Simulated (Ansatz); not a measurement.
The system is GaF.

```
CELL_PARAMETERS angstrom
3.16592 0.00000 0.00000
0.00000 3.16592 0.00000
0.00000 0.00000 3.16592
ATOMIC_POSITIONS crystal
Ga 0.00000 0.00000 0.00000
F 0.50000 0.50000 0.50000
```

The cell was built by a generator and needn't be a form met in nature.

Base run:

- Program: Ansatz 0.2.0
- Functional: r2SCAN0 form with a typed share of exact exchange
- Potentials or basis: Ansatz PAW
- Cutoff: 500 eV (not typed: the program's choice for these potentials)
- k mesh: 5 × 5 × 5
- Occupations: fermi-dirac, width 0.05 eV
- Spin: no spin polarisation

Its results: band gap on the k mesh 3.24 eV, indirect (least direct gap 4.02 eV); pressure -1.9 GPa.

Q: After a change of settings the same cell gave: band gap on the k mesh 3.72 eV, indirect (least direct gap 4.67 eV); pressure -1.7 GPa. Which change was it?
A. functional from r2SCAN0 form with a typed share of exact exchange to r2SCAN0; share of exact exchange from 0.15 to 0.25
B. share of exact exchange from 0.15 to 0.5
C. share of exact exchange from 0.15 to 0
D. share of exact exchange from 0.15 to 0.35

A: A.

Caveats: odd divisions of the mesh miss points on the zone boundary, where band edges often lie, so the gap on the mesh can be too wide; the PAW data sets come from PBE, with cores solved anew for the run's functional, which leaves a small shift of forces and pressure; the thresholds are loose for stress.

Runs at the PBE level aren't shown here.
